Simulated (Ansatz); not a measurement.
# CH3FO2Si: how energies converge with the basis set

The task here is to estimate one member of a computed series from the others.

Method: one geometry, several basis sets; program: Ansatz 0.2.0, Gaussian basis.

The runs, in order: PBE0-D4/def2-SVP; ωB97M-V/def2-SVP; PBE0-D4/def2-QZVPP; ωB97M-V/def2-QZVPP; the functionals' def2-TZVPP values are taken from earlier runs.

### The relaxed structure

An earlier PBE0-D4 in a triple-zeta def2 set relaxation fixed the geometry.

8 atoms, charge 0, spin multiplicity 1.

Atoms are counted from 1 here; the program's logs count them from 0.

Bond lengths: F1–C2 1.349 Å, C2–O3 1.403 Å, C2–O5 1.403 Å, C2–H6 1.093 Å, O3–Si4 1.673 Å, Si4–O5 1.673 Å, Si4–H7 1.479 Å, Si4–H8 1.478 Å. Angles: F1–C2–O3 110.4°, F1–C2–O5 110.4°, F1–C2–H6 107.9°, O3–C2–O5 102.3°, O3–C2–H6 112.9°, O5–C2–H6 112.9°, C2–O3–Si4 88.1°, O3–Si4–O5 81.5°, O3–Si4–H7 116.2°, O3–Si4–H8 114.6°, O5–Si4–H7 116.2°, O5–Si4–H8 114.6°, H7–Si4–H8 111.0°, C2–O5–Si4 88.1°.

Set-up of the first run:

Contents of in.yaml:

```yaml
crystal:
  periodic: [false, false, false]
  atoms:
    - {symbol: F, position_ang: [-0.685769, 0.851683, 1.785584]}
    - {symbol: C, position_ang: [0.021014, 0.831039, 0.636698]}
    - {symbol: O, position_ang: [0.888663, -0.271045, 0.614909]}
    - {symbol: Si, position_ang: [0.039073, -0.842874, -0.708073]}
    - {symbol: O, position_ang: [-0.822597, 0.568329, -0.452887]}
    - {symbol: H, position_ang: [0.544995, 1.786229, 0.547804]}
    - {symbol: H, position_ang: [-0.703791, -2.106659, -0.510979]}
    - {symbol: H, position_ang: [0.810510, -0.873901, -1.968757]}
basis:
  gaussian: {orbitals: def2-SVP}
hamiltonian: {xc: pbe0, dispersion: d4}
output: {orbitals: {seedname: orbitals}}
```

Launch:

```
> ansatz run in.yaml --threads 2 --pin off --events-out ev --progress --plain --max-ram 4352MiB
```

Among the steps run: PBE0-D4 in def2-SVP; ωB97M-V in def2-SVP; PBE0-D4 in def2-QZVPP; ωB97M-V in def2-QZVPP.

One of the session's tables, all rows but one given; the rest of the session is left out.

It belongs to the step «Functionals by basis». 

```
functional       basis  HOMO (eV)
   PBE0-D4    def2-SVP      -9.06
   PBE0-D4  def2-TZVPP          ?
   PBE0-D4  def2-QZVPP      -9.19
   ωB97M-V    def2-SVP     -11.34
   ωB97M-V  def2-TZVPP     -11.47
   ωB97M-V  def2-QZVPP     -11.51
```

Q: Estimate the row for PBE0-D4, def2-TZVPP from the others.

As computed: HOMO (eV): -9.16. In the column «HOMO (eV)» it lies between PBE0-D4, def2-QZVPP (-9.19) and PBE0-D4, def2-SVP (-9.06).
